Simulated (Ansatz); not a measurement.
# CdF₂ (SMILES [F][Cd][F]): functionals against CCSD(T) at one geometry

An exercise on one series of results from a longer session: the logs are not shown, and one member is left open.

Computed with Ansatz 0.2.0, Gaussian basis. Level: single points in def2-TZVPP.

Correlated methods freeze the cores. Filled d shells of the heavier atoms are correlated. Core potentials replace the inner electrons past krypton, and spin-orbit coupling is left out.

**Starting geometry**

SMILES `[F][Cd][F]`, 3 atoms, charge 0, spin multiplicity 1.

Atoms are counted from 1 here; the program's logs count them from 0.

Bond lengths: F1–Cd2 1.932 Å, Cd2–F3 1.846 Å. Angles: F1–Cd2–F3 105.2°.

As a file:

```mol
CdF2
  3D, bonds by distance, orders not assigned

  3  2  0  0  0  0  0  0  0  0999 V2000
    1.3220    0.3410    0.7552 F   0  0
   -0.3472    0.6516   -0.1658 Cd  0  0
   -0.9642   -1.0247   -0.6302 F   0  0
  1  2  8  0
  2  3  8  0
M  END
```

Set-up of the first run:

run/in.yaml reads:

```yaml
crystal:
  periodic: [false, false, false]
  atoms:
    - {symbol: F, position_ang: [1.322000, 0.341000, 0.755200]}
    - {symbol: Cd, position_ang: [-0.347200, 0.651600, -0.165800]}
    - {symbol: F, position_ang: [-0.964200, -1.024700, -0.630200]}
basis:
  gaussian: {orbitals: def2-TZVPP}
correlation: {method: ccsd_t}
output: {forces: true}
```

On the command line:

```console
> ansatz run in.yaml --threads 4 --pin off --events-out ev --progress --plain --max-ram 5222MiB
```

Steps of the session up to this table: CCSD(T)/def2-TZVPP; PBE0-D4/def2-TZVPP; wB97M-V/def2-TZVPP; r2SCAN-D4/def2-TZVPP; PBE-D4/def2-TZVPP; r2SCAN0-D4/def2-TZVPP; CAM-B3LYP-D4/def2-TZVPP.

One table of the session follows, with a row left open; its other results are not shown here.

```
      method  RMS force component (eV/Å)  angle to CCSD(T) forces (°)  dipole (D)
     CCSD(T)                       1.349                    reference        6.15
     PBE0-D4                       1.375                          2.3        5.87
     wB97M-V                       1.427                          3.5        6.04
   r2SCAN-D4                       1.397                          3.6        5.54
      PBE-D4                           ?                            ?           ?
  r2SCAN0-D4                       1.296                          1.6        6.11
CAM-B3LYP-D4                       1.364                          0.9        5.93
```

**Question.** Estimate the row for PBE-D4.

The run gave: RMS force component (eV/Å): 1.560; angle to CCSD(T) forces (°): 9.4; dipole (D): 5.12. In the column «RMS force component (eV/Å)» it is the highest.
